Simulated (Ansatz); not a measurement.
The system is SnN2F2.

```
Sn F N
1.0
     4.39704   -2.64701    0.00000
     4.39704    2.64701    0.00000
    -1.25295    0.00000    3.52112
Sn F N
1 2 2
Direct
  0.00000 0.00000 0.00000
  0.17236 0.17236 0.63653
  0.82764 0.82764 0.36347
  0.46199 0.46199 0.09393
  0.53801 0.53801 0.90607
```

The cell comes from a database or a generator and needn't be the stable form of this composition.

Base run:

| Item | Value |
| --- | --- |
| Program | Ansatz 0.2.0 |
| Functional | PBE |
| Potentials or basis | Ansatz PAW |
| Cutoff | 420 eV |
| Density cutoff | 1680 eV |
| k mesh | 6 × 6 × 8 |
| Occupations | fermi-dirac, width 0.05 eV |
| Spin | no spin polarisation |

Its results: band gap on the k mesh 0.97 eV, direct; pressure 5.3 GPa; largest force 1.545 eV/Å.

Problem. The run is repeated on the same cell with these changes: functional from PBE to LDA; occupations from fermi-dirac, width 0.05 eV to gaussian, width 0.05 eV. What comes out?

Solution. Band gap on the k mesh 1.00 eV, direct; pressure -0.8 GPa; largest force 2.463 eV/Å.

Caveats: spin-orbit coupling is left out, which moves the levels of the heavy elements; forces of over 1 eV/Å show positions far from the minimum, so gaps and moduli don't describe the material at rest; the PAW data sets come from PBE, with cores solved anew for the run's functional, which leaves a small shift of forces and pressure (some runs).

A k mesh can miss the band edges.

Not every run made on this cell is shown here.
